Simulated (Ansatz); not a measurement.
# CHBrF+ (SMILES F[CH+]Br): single points off equilibrium

How do the functionals fare away from a minimum? The structure is a structure displaced at random from a GFN2-xTB minimum.

Program: Ansatz 0.2.0, Gaussian basis. Level of theory: single points in def2-TZVPP. These are calculated values, not measurements.

Correlated methods freeze the cores. Filled d shells of the heavier atoms are correlated.

### 1 The starting structure

SMILES `F[CH+]Br`, 4 atoms, charge 1, spin multiplicity 1.

Atoms are counted from 1 here; the program's logs count them from 0.

Bond lengths: F1–C2 1.274 Å, C2–Br3 1.735 Å, C2–H4 1.051 Å. Angles: F1–C2–Br3 119.9°, F1–C2–H4 116.2°, Br3–C2–H4 123.9°.

As a file:

```xyz
4

F    -1.1518   -0.4483    0.4361
C    -0.0902    0.0684   -0.0435
Br    1.4619   -0.5349    0.4447
H    -0.2256    0.8315   -0.7537
```

### 2 CCSD(T)/def2-TZVPP

File run/in.yaml:

```yaml
crystal:
  periodic: [false, false, false]
  atoms:
    - {symbol: F, position_ang: [-1.151800, -0.448300, 0.436100]}
    - {symbol: C, position_ang: [-0.090200, 0.068400, -0.043500]}
    - {symbol: Br, position_ang: [1.461900, -0.534900, 0.444700]}
    - {symbol: H, position_ang: [-0.225600, 0.831500, -0.753700]}
basis:
  gaussian: {orbitals: def2-TZVPP}
total_charge: 1
correlation: {method: ccsd_t}
output: {forces: true}
```

No record of the launch command was kept for these runs.

### 3 PBE0-D4/def2-TZVPP

run/in.yaml: that of step 2 with these lines changed.

```diff
@@ -10,3 +10,3 @@
 total_charge: 1
-correlation: {method: ccsd_t}
-output: {forces: true}
+hamiltonian: {xc: pbe0, dispersion: d4}
+output: {forces: true, orbitals: {seedname: orbitals}}
```

### 4 wB97M-V/def2-TZVPP

run/in.yaml: that of step 3 with these lines changed.

```diff
@@ -10,3 +10,3 @@
 total_charge: 1
-hamiltonian: {xc: pbe0, dispersion: d4}
-output: {forces: true, orbitals: {seedname: orbitals}}
+hamiltonian: {xc: {name: wB97M-V}}
+output: {forces: true}
```

### 5 r2SCAN-D4/def2-TZVPP

run/in.yaml: that of step 4 with these lines changed.

```diff
@@ -10,3 +10,3 @@
 total_charge: 1
-hamiltonian: {xc: {name: wB97M-V}}
+hamiltonian: {xc: r2scan, dispersion: d4}
 output: {forces: true}
```

### 6 PBE-D4/def2-TZVPP

run/in.yaml: that of step 5 with these lines changed.

```diff
@@ -10,3 +10,3 @@
 total_charge: 1
-hamiltonian: {xc: r2scan, dispersion: d4}
+hamiltonian: {xc: pbe, dispersion: d4}
 output: {forces: true}
```

### 7 LC-wPBE/def2-TZVPP

run/in.yaml: that of step 6 with these lines changed.

```diff
@@ -10,3 +10,3 @@
 total_charge: 1
-hamiltonian: {xc: pbe, dispersion: d4}
+hamiltonian: {xc: {name: LC-wPBE}}
 output: {forces: true}
```

### 8 r2SCAN0-D4/def2-TZVPP

run/in.yaml: that of step 7 with these lines changed.

```diff
@@ -10,3 +10,3 @@
 total_charge: 1
-hamiltonian: {xc: {name: LC-wPBE}}
+hamiltonian: {xc: {name: r2SCAN0}, dispersion: d4}
 output: {forces: true}
```

(Steps that only read results are left out.)

What does the calculation give? Wanted: energy less free atoms, CCSD(T)/def2-TZVPP; RMS force component; RMS force error; HOMO and LUMO, PBE0-D4; T1 diagnostic.

As calculated:

| quantity | value |
| --- | --- |
| energy less free atoms, CCSD(T)/def2-TZVPP | -84.3 kcal/mol |
| RMS force component | 0.778 to 0.963 eV/Å over the methods |
| RMS force error | PBE0-D4 0.219, wB97M-V 0.124, r2SCAN-D4 0.043, PBE-D4 0.233, LC-wPBE 0.317, r2SCAN0-D4 0.333 eV/Å |
| HOMO and LUMO, PBE0-D4 | -16.30 and -10.53 eV |
| T1 diagnostic | 0.018 |

What this shows: Against CCSD(T) the functionals' energies less atoms differ by -28.7 to +0.8 kcal/mol, PBE-D4 by -28.7 kcal/mol. A larger basis would deepen the CCSD(T) value, while the functionals are nearly converged already, so the order here is not reliable. For forces r2SCAN-D4 does best and r2SCAN0-D4 worst. Frozen-core CCSD(T) forces in triple zeta carry basis errors of their own, and this is one geometry, so small gaps rank nothing.
